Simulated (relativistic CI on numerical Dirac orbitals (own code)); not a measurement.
**Cr³⁺: one ion under different settings**

How much do the settings matter for Cr³⁺? One ion, several inputs.

Program: relativistic CI on numerical Dirac orbitals (own code) version 3. Level of theory: Dirac-Coulomb-Breit CI, KLI orbitals optimised for each configuration, model QED (radiative potential, 1s self-energy scaled to tabulated hydrogen-like ionisation energies), numerical settings as typed. These are calculated values, not measurements, unless marked.

## (1) The atom as given

| Quantity | Value |
| --- | --- |
| ion | Cr³⁺ (Cr IV) |
| nuclear charge | 24 |
| electrons | 21 |
| isotope | A = 52 |

## (2) Usual settings

Settings, as recorded:

```ini
atom Cr  Z=24  charge=3  electrons=21
nucleus A=52  rms_radius_fm=3.6452
hamiltonian dirac-coulomb  breit=on  qed=on  c_scale=1
orbitals kli  potential=per-configuration
slater_scale 1
correlation none
mixing on
grid step=0.0125 r_max=25.7
scf mixing=0.4 start=green max_iterations=150 tolerance=2e-08 node_fill=0.05
configurations
  [Ar] 3d3
end
```

Command:

```console
python run_levels.py task.json out
```

task.json lists these runs, among others, and the program works through them in turn.

## (3) End of the grid 17.99, Breit term off, nuclear radius 3.2807

Settings, as recorded:

```ini
atom Cr  Z=24  charge=3  electrons=21
nucleus A=52  rms_radius_fm=3.2807
hamiltonian dirac-coulomb  breit=off  qed=on  c_scale=1
orbitals kli  potential=per-configuration
slater_scale 1
correlation none
mixing on
grid step=0.0125 r_max=17.99
scf mixing=0.4 start=green max_iterations=150 tolerance=2e-08 node_fill=0.05
configurations
  [Ar] 3d3
end
```

## (4) Node fill 0.5

Settings, as recorded:

```ini
atom Cr  Z=24  charge=3  electrons=21
nucleus A=52  rms_radius_fm=3.6452
hamiltonian dirac-coulomb  breit=on  qed=on  c_scale=1
orbitals kli  potential=per-configuration
slater_scale 1
correlation none
mixing on
grid step=0.0125 r_max=25.7
scf mixing=0.4 start=green max_iterations=150 tolerance=2e-08 node_fill=0.5
configurations
  [Ar] 3d3
end
```

## (5) Tolerance 0.0001

The settings differ from step 4 so:

```diff
@@ -8,3 +8,3 @@
 grid step=0.0125 r_max=25.7
-scf mixing=0.4 start=green max_iterations=150 tolerance=2e-08 node_fill=0.5
+scf mixing=0.4 start=green max_iterations=150 tolerance=0.0001 node_fill=0.05
 configurations
```

## (6) Breit term off

Settings, as recorded:

```ini
atom Cr  Z=24  charge=3  electrons=21
nucleus A=52  rms_radius_fm=3.6452
hamiltonian dirac-coulomb  breit=off  qed=on  c_scale=1
orbitals kli  potential=per-configuration
slater_scale 1
correlation none
mixing on
grid step=0.0125 r_max=25.7
scf mixing=0.4 start=green max_iterations=150 tolerance=2e-08 node_fill=0.05
configurations
  [Ar] 3d3
end
```

(Steps that only read results are left out.)

**Question.** What will these runs give? Wanted: lowest level, usual settings; total energy; first excitation.

As calculated:

| setting | total energy less usual (Ha) | largest shift of a level among the lowest eight of both runs, same label and place (cm⁻¹) | SCF iterations | time | lowest level | kind of change |
| --- | --- | --- | --- | --- | --- | --- |
| usual | 0 | 0 | 11 | 0.055 s | 3d3 4F3/2 | - |
| end of the grid 17.99, Breit term off, nuclear radius 3.2807 | -0.357 | 175 | 11 | 0.05 s | 3d3 4F3/2 | unphysical constant |
| node fill 0.5 | 0.0177 | 342 | 12 | 0.055 s | 3d3 4F3/2 | numerical |
| tolerance 0.0001 | -3.68e-07 | 0.0451 | 8 | 0.049 s | 3d3 4F3/2 | numerical |
| Breit term off | -0.357 | 175 | 11 | 0.051 s | 3d3 4F3/2 | model term |

| quantity | value |
| --- | --- |
| lowest level, usual settings | 3d3 4F3/2 |
| total energy | -1047.3383 Ha |
| first excitation | 222.8 cm⁻¹ |

In words: Among the runs whose levels can be followed, they move most under «node fill 0.5» (numerical), by up to 342 cm⁻¹. No visible change in the result comes from «tolerance 0.0001». Only the listed configurations are in the model. In a near-neutral ion this small CI can misplace whole configurations by 10,000 cm⁻¹ or more.
